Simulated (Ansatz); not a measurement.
**CH3BZn (SMILES C=[B][ZnH]): functionals against CCSD(T) at one geometry**

The task here is to estimate one member of a computed series from the others.

Program: Ansatz 0.2.0, Gaussian basis. Level of theory: single points in def2-TZVPP. These are calculated values, not measurements.

Cores are frozen in the correlated methods. The 3s and 3p shells of Cu and Zn are frozen; filled d shells are correlated.

### The starting structure

SMILES `C=[B][ZnH]`, 6 atoms, charge 0, spin multiplicity 1.

Atoms are counted from 1 here; the program's logs count them from 0.

Bond lengths: C1–B2 1.336 Å, C1–H4 1.087 Å, C1–H5 1.243 Å, B2–Zn3 1.871 Å, Zn3–H6 1.693 Å. Angles: B2–C1–H4 133.4°, B2–C1–H5 121.1°, H4–C1–H5 103.9°, C1–B2–Zn3 173.2°, B2–Zn3–H6 171.8°.

Coordinates:

```xyz
6
CH3BZn
C    -0.9374    0.0144   -0.9284
B    -0.0032    0.0695    0.0248
Zn    1.3072   -0.0764    1.3521
H    -1.3639   -0.7985   -1.5110
H    -1.2975    1.0380   -1.5344
H     2.5414    0.0249    2.5060
```

The first run:

The input, run/in.yaml:

```yaml
crystal:
  periodic: [false, false, false]
  atoms:
    - {symbol: C, position_ang: [-0.937400, 0.014400, -0.928400]}
    - {symbol: B, position_ang: [-0.003200, 0.069500, 0.024800]}
    - {symbol: Zn, position_ang: [1.307200, -0.076400, 1.352100]}
    - {symbol: H, position_ang: [-1.363900, -0.798500, -1.511000]}
    - {symbol: H, position_ang: [-1.297500, 1.038000, -1.534400]}
    - {symbol: H, position_ang: [2.541400, 0.024900, 2.506000]}
basis:
  gaussian: {orbitals: def2-TZVPP}
correlation: {method: ccsd_t, frozen_orbitals: {B: 1, C: 1, H: 0, Zn: 9}}
output: {forces: true}
```

The command line of these runs was not kept.

Steps of the session up to this table: CCSD(T)/def2-TZVPP; PBE0-D4/def2-TZVPP; wB97M-V/def2-TZVPP; r2SCAN-D4/def2-TZVPP; PBE-D4/def2-TZVPP; SPW92/def2-TZVPP; r2SCANh-D4/def2-TZVPP.

One of the session's tables, all rows but one given; the rest of the session is left out.

```
    method  RMS force component (eV/Å)  angle to CCSD(T) forces (°)  dipole (D)
   CCSD(T)                       1.938                    reference        0.71
   PBE0-D4                       1.836                          5.6        0.79
   wB97M-V                           ?                            ?           ?
 r2SCAN-D4                       1.811                          3.6        0.88
    PBE-D4                       1.757                          3.1        0.92
     SPW92                       1.630                          7.4        0.94
r2SCANh-D4                       1.831                          4.7        0.84
```

Estimate the missing values for wB97M-V.

**Answer.** RMS force component (eV/Å): 1.830; angle to CCSD(T) forces (°): 7.3; dipole (D): 0.66. In the column «RMS force component (eV/Å)» it lies between r2SCAN-D4 (1.811) and r2SCANh-D4 (1.831).
